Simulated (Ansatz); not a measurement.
# Al2H6O2: the cost of one run

Program: Ansatz 0.2.0. Level of theory: RKS B3LYP-D4/def2-SVP. These are calculated values, not measurements.

### 1 The system as given

Bond lengths: Al1–O2 2.130 Å, O2–H3 1.010 Å, Al1–H4 1.560 Å, Al1–H5 1.560 Å, Al1–O6 2.080 Å, O6–Al7 1.780 Å, Al7–H8 1.560 Å, Al7–H9 1.560 Å, Al7–H10 1.493 Å. Angles: Al1–O2–H3 109.5°, O2–Al1–H4 120.0°, O2–Al1–H5 120.0°, O2–Al1–O6 71.6°, H4–Al1–H5 120.0°, H4–Al1–O6 96.8°, H5–Al1–O6 101.3°, Al1–O6–Al7 125.0°, O6–Al7–H8 120.0°, O6–Al7–H9 120.0°, O6–Al7–H10 46.6°, H8–Al7–H9 120.0°, H8–Al7–H10 77.5°, H9–Al7–H10 154.5°.

As a file:

```xyz
10

Al    0.0000    0.0000    0.0000
O     0.0000    0.0000    2.1300
H    -0.9095   -0.2814    2.4671
H     1.3510    0.0000   -0.7800
H    -1.3510    0.0000   -0.7800
O     0.0932    1.9717    0.6559
Al    0.7263    2.4933    2.2356
H     1.2212    1.4323    3.2665
H     0.7864    4.0116    2.5891
H     0.0589    1.2457    1.7601
```

### 2 A restrained relaxation towards end A

Springs on the bonds that form and break draw the guess towards this end; the thresholds are loose.

File input.yaml:

```yaml
crystal:
  periodic: [false, false, false]
  atoms:
    - { symbol: Al, position_ang: [0.0, 0.0, 0.0] }
    - { symbol: O, position_ang: [0.0, 0.0, 2.13] }
    - { symbol: H, position_ang: [-0.9095, -0.2814, 2.4671] }
    - { symbol: H, position_ang: [1.351, 0.0, -0.78] }
    - { symbol: H, position_ang: [-1.351, 0.0, -0.78] }
    - { symbol: O, position_ang: [0.0932, 1.9717, 0.6559] }
    - { symbol: Al, position_ang: [0.7263, 2.4933, 2.2356] }
    - { symbol: H, position_ang: [1.2212, 1.4323, 3.2665] }
    - { symbol: H, position_ang: [0.7864, 4.0116, 2.5891] }
    - { symbol: H, position_ang: [0.0589, 1.2457, 1.7601] }
basis:
  gaussian: { orbitals: def2-SVP }
hamiltonian:
  xc: b3lyp
  dispersion: d4
relax:
  f_tol: 0.15
  max_steps: 25
  restrain:
    - { distance: [0, 5], at: 2.98, k: 30.0 }
    - { distance: [9, 1], at: 2.21, k: 30.0 }
    - { distance: [0, 1], at: 1.78, k: 30.0 }
    - { distance: [9, 5], at: 1.01, k: 30.0 }
```

Started as:

```console
ansatz run input.yaml --threads 2 --pin off --max-ram 3072MiB --backend cpu --events-out ev --progress --plain --runs-dir out
```

**Question.** How long does this run take on 2 threads of Arm Neoverse V1, shared host, and how much memory does it need?

About 36 s, with a peak of 0.19 GiB.
